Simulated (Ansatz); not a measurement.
# BaTa2Cu: the cost of one run

Program: Ansatz 0.2.0. Level of theory: DFT PBE, scalar-relativistic, plane waves, PAW. These are calculated values, not measurements.

### Step 1. The structure to begin with

The structure is hexagonal, space group P-6m2 (No. 187). The conventional cell has a = 3.501 Å, b = 3.501 Å, c = 10.550 Å, α = 90.00°, β = 90.00°, γ = 120.00°. Ba (site symmetry -6m2) is surrounded by 6 Ba at 3.50 Å and 6 Ta at 3.75 Å. Ta (site symmetry 3m) has 3 Cu at 2.93 Å in its first shell of neighbours. Around Cu (site symmetry -6m2) lie 6 Ta at 2.93 Å.

Structure file:

```
Ba Ta Cu
1.0
     3.50122    0.00000    0.00000
    -1.75061    3.03215    0.00000
     0.00000    0.00000   10.55049
Ba Ta Cu
1 2 1
Cartesian
  0.0000 2.0214 0.0000
  0.0000 0.0000 7.3928
  0.0000 0.0000 3.1577
  0.0000 2.0214 5.2752
```

A structure generator made this guess: close-packed layers stacked ABAB|A (P-6m2, No. 187). The dimensions are guesses.

### Step 2. Probe: one point on a coarse mesh

Input file input.yaml:

```yaml
crystal:
  lattice:
    - [3.50121985, 0.0, 0.0]
    - [-1.75060992, 3.03214533, 0.0]
    - [0.0, 0.0, 10.55048639]
  atoms:
    - { symbol: Ba, position: [0.33333333, 0.66666667, 0.0] }
    - { symbol: Ta, position: [0.0, 0.0, 0.7007092] }
    - { symbol: Ta, position: [0.0, 0.0, 0.2992908] }
    - { symbol: Cu, position: [0.33333333, 0.66666667, 0.5] }
basis:
  ecutwfc: 420
kpoints:
  mp_grid: { grid: [6, 6, 2] }
hamiltonian:
  xc: pbe
scf:
  occupations: { method: gaussian, width: 0.1 }
  lower_state_search: "off"
output:
  forces: true
  stress: true
  eigenvalues: true
```

Command:

```sh
$ ansatz run input.yaml --threads 1 --pin off --max-ram 2560MiB --backend cpu --events-out ev --progress --plain --runs-dir out
```

What time and memory should one allow on 1 thread of Intel Xeon at 2.50GHz (Skylake/Cascade Lake), shared host?

About 9.2 s, with a peak of 0.39 GiB.
